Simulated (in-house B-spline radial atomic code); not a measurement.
**Excited states and polarisability of Tb⁴⁷⁺ by several methods**

The task here is to estimate one member of a computed series from the others.

Method: linear response of a closed shell, each method with its own adiabatic kernel; spin-free one-electron X2C, finite nucleus; B-spline basis; no spin-orbit coupling, no double excitations; only terms of natural parity, (−1)^L, with L up to 3 are computed. Code: in-house B-spline radial atomic code version 1.

### Starting point

- element: terbium (Z = 65)
- charge: +47
- configuration: [Ne] 3s2 3p6
- runs: TDHF; PBE; RPBE; BHandHLYP; exchange-only LDA

Outer shells as boxes (Hund's rule):

Tb⁴⁷⁺
```
[Ne] core
3s [↑↓]
3p [↑↓][↑↓][↑↓]
```

The first run:

Settings of the run:

```ini
Z = 65
electrons = 18.0
configuration = [Ne] 3s2 3p6
hamiltonian = x2c
method = hf
box_radius = 2.79
rms_radius = 5.06
intervals = 63
```

The run is started by

```console
$ python run_td.py task.json out
```

task.json lists these runs, among others, and the program works through them in turn.

Steps of the session up to this table: TDHF.

One of the session's tables, all rows but one given; the rest of the session is left out.

It belongs to the step «TDHF». The states in eV; those that feel the box are left out:

| state | full (eV) | Tamm-Dancoff (eV) |
| --- | --- | --- |
| 3p→3d ³P | 284.85 | 285.26 |
| 3p→3d ³F | 291.90 | 293.06 |
| 3p→3d ¹F | 307.87 | 308.06 |
| 3p→3d ¹P | 357.64 | 363.82 |
| 3s→3d ³D | 604.41 | 604.52 |
| 3s→3d ¹D | 622.87 | 623.06 |
| 3p→4s ³P | 1856.4 | 1856.4 |
| 3p→4s ¹P | 1861.8 | 1861.8 |
| 3p→4p ³S | 1960.7 | 1960.8 |
| 3p→4p ³D | ? | ? |
| 3p→4p ¹D | 1975.1 | 1975.2 |
| 3p→4p ¹S | 2001.0 | 2001.6 |
| 3p→4d ³P | 2092.8 | 2092.8 |
| 3p→4d ³F | 2097.2 | 2097.3 |

**Question.** Estimate the row for 3p→4p ³D.

**Answer.** full (eV): 1971.3; Tamm-Dancoff (eV): 1971.3. In the column «full (eV)» it lies between 3p→4p ³S (1960.7) and 3p→4p ¹D (1975.1).
